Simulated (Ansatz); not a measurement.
# C2H9InO: how energies converge with the basis set

An exercise on one series of results from a longer session: the logs are not shown, and one member is left open.

Computed with Ansatz 0.2.0, Gaussian basis. Level: one geometry, several basis sets.

Levels to be run: PBE0-D4/def2-SVP; ωB97M-V/def2-SVP; PBE0-D4/def2-QZVPP; ωB97M-V/def2-QZVPP; the functionals' def2-TZVPP values are taken from earlier runs.

### The geometry

All runs share one geometry, relaxed beforehand with PBE0-D4 in a triple-zeta def2 set. In takes the def2 core potential; no spin-orbit term is included.

SMILES `[CH3][InH-]([CH3])[OH2+]`, 13 atoms, charge 0, spin multiplicity 1.

Atoms are counted from 1 here; the program's logs count them from 0.

Bond lengths: C1–In2 2.171 Å, C1–H5 1.093 Å, C1–H6 1.093 Å, C1–H7 1.093 Å, In2–C3 2.171 Å, In2–O4 2.469 Å, In2–H8 1.734 Å, C3–H9 1.093 Å, C3–H10 1.093 Å, C3–H11 1.093 Å, O4–H12 0.962 Å, O4–H13 0.962 Å. Angles: In2–C1–H5 110.2°, In2–C1–H6 111.5°, In2–C1–H7 111.3°, H5–C1–H6 107.5°, H5–C1–H7 107.2°, H6–C1–H7 108.9°, C1–In2–C3 118.5°, C1–In2–O4 91.5°, C1–In2–H8 120.0°, C3–In2–O4 91.4°, C3–In2–H8 120.0°, O4–In2–H8 99.1°, In2–C3–H9 110.2°, In2–C3–H10 111.5°, In2–C3–H11 111.3°, H9–C3–H10 107.5°, H9–C3–H11 107.2°, H10–C3–H11 109.0° and more.

As a file:

```xyz
13
charge 0, multiplicity 1
C    -1.1208    1.5811   -0.4900
In   -0.2979   -0.4114   -0.7490
C     1.8280   -0.7054   -0.4192
O    -0.8050   -0.9944    1.5959
H    -1.0778    2.1333   -1.4321
H    -0.5584    2.1531    0.2520
H    -2.1697    1.5409   -0.1864
H    -1.2300   -1.6386   -1.5441
H     2.3808   -0.5412   -1.3477
H     2.2181   -0.0051    0.3235
H     2.0418   -1.7258   -0.0917
H     0.0129   -1.1837    2.0658
H    -1.2018   -0.2376    2.0380
```

Set-up of the first run:

in.yaml reads:

```yaml
crystal:
  periodic: [false, false, false]
  atoms:
    - {symbol: C, position_ang: [-1.120780, 1.581063, -0.489970]}
    - {symbol: In, position_ang: [-0.297864, -0.411449, -0.749017]}
    - {symbol: C, position_ang: [1.828001, -0.705436, -0.419212]}
    - {symbol: O, position_ang: [-0.805032, -0.994411, 1.595948]}
    - {symbol: H, position_ang: [-1.077813, 2.133298, -1.432075]}
    - {symbol: H, position_ang: [-0.558434, 2.153117, 0.251950]}
    - {symbol: H, position_ang: [-2.169723, 1.540949, -0.186410]}
    - {symbol: H, position_ang: [-1.229971, -1.638592, -1.544103]}
    - {symbol: H, position_ang: [2.380845, -0.541156, -1.347677]}
    - {symbol: H, position_ang: [2.218117, -0.005117, 0.323450]}
    - {symbol: H, position_ang: [2.041817, -1.725839, -0.091682]}
    - {symbol: H, position_ang: [0.012913, -1.183716, 2.065753]}
    - {symbol: H, position_ang: [-1.201776, -0.237611, 2.038047]}
basis:
  gaussian: {orbitals: def2-SVP}
hamiltonian: {xc: pbe0, dispersion: d4}
output: {orbitals: {seedname: orbitals}}
```

On the command line:

```
$ ansatz run in.yaml --threads 4 --pin off --events-out ev --progress --plain --max-ram 10444MiB
```

Among the steps run: PBE0-D4 in def2-SVP; ωB97M-V in def2-SVP; PBE0-D4 in def2-QZVPP; ωB97M-V in def2-QZVPP.

One of the session's tables, all rows but one given; the rest of the session is left out.

| functional | basis | HOMO (eV) |
| --- | --- | --- |
| PBE0-D4 | def2-SVP | -6.74 |
| PBE0-D4 | def2-TZVPP | -6.81 |
| PBE0-D4 | def2-QZVPP | -6.83 |
| ωB97M-V | def2-SVP | -8.93 |
| ωB97M-V | def2-TZVPP | -9.01 |
| ωB97M-V | def2-QZVPP | ? |

Estimate the missing values for ωB97M-V, def2-QZVPP.

**Answer.** HOMO (eV): -9.02. In the column «HOMO (eV)» it is the lowest.
